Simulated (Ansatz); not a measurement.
# BeI5: the cost of one run

Computed with Ansatz 0.2.0 (DFT PBE, scalar-relativistic, plane waves, PAW, unless a step's input says otherwise).

### 1 The structure to begin with

The structure is cubic, space group F-43m (No. 216). Conventional cell: a = 9.735 Å, b = 9.735 Å, c = 9.735 Å, α = 90.00°, β = 90.00°, γ = 90.00°. Be (site symmetry -43m) has 16 I at 4.04 to 4.22 Å as nearest neighbours. Around I (site symmetry -43m) lie 12 I at 4.03 Å and 4 Be at 4.22 Å. I (site symmetry 3m) has 9 I at 3.42 to 4.03 Å and 3 Be at 4.04 Å as nearest neighbours.

As a file:

```
Be I
1.0
     0.00000    4.86741    4.86741
     4.86741    0.00000    4.86741
     4.86741    4.86741    0.00000
Be I
1 5
Direct
  0.00000 0.00000 0.00000
  0.75000 0.75000 0.75000
  0.37589 0.37589 0.87233
  0.37589 0.87233 0.37589
  0.37589 0.37589 0.37589
  0.87233 0.37589 0.37589
```

A structure generator made this guess: species swapped into a database cell of ZrCu5 (F-43m, No. 216), with Be on the Zr sites and I on the Cu sites. Its size is a rough estimate.

### 2 The guess as it stands, on a coarse mesh

Input file input.yaml:

```yaml
crystal:
  lattice:
    - [0.0, 4.86740733, 4.86740733]
    - [4.86740733, 0.0, 4.86740733]
    - [4.86740733, 4.86740733, 0.0]
  atoms:
    - { symbol: Be, position: [0.0, 0.0, 0.0] }
    - { symbol: I, position: [0.75, 0.75, 0.75] }
    - { symbol: I, position: [0.37588916, 0.37588916, 0.87233251] }
    - { symbol: I, position: [0.37588916, 0.87233251, 0.37588916] }
    - { symbol: I, position: [0.37588916, 0.37588916, 0.37588916] }
    - { symbol: I, position: [0.87233251, 0.37588916, 0.37588916] }
basis:
  ecutwfc: 420
kpoints:
  mp_grid: { grid: [4, 4, 4] }
hamiltonian:
  xc: pbe
scf:
  occupations: { method: gaussian, width: 0.1 }
  lower_state_search: "off"
output:
  forces: true
  stress: true
  eigenvalues: true
```

Launch:

```bash
$ ansatz run input.yaml --threads 1 --pin off --max-ram 2048MiB --backend cpu --events-out ev --progress --plain --runs-dir out
```

What time and memory should one allow on 1 thread of AMD EPYC 7B13 (Zen 3), shared host?

About 4.9 s, with a peak of 0.48 GiB.
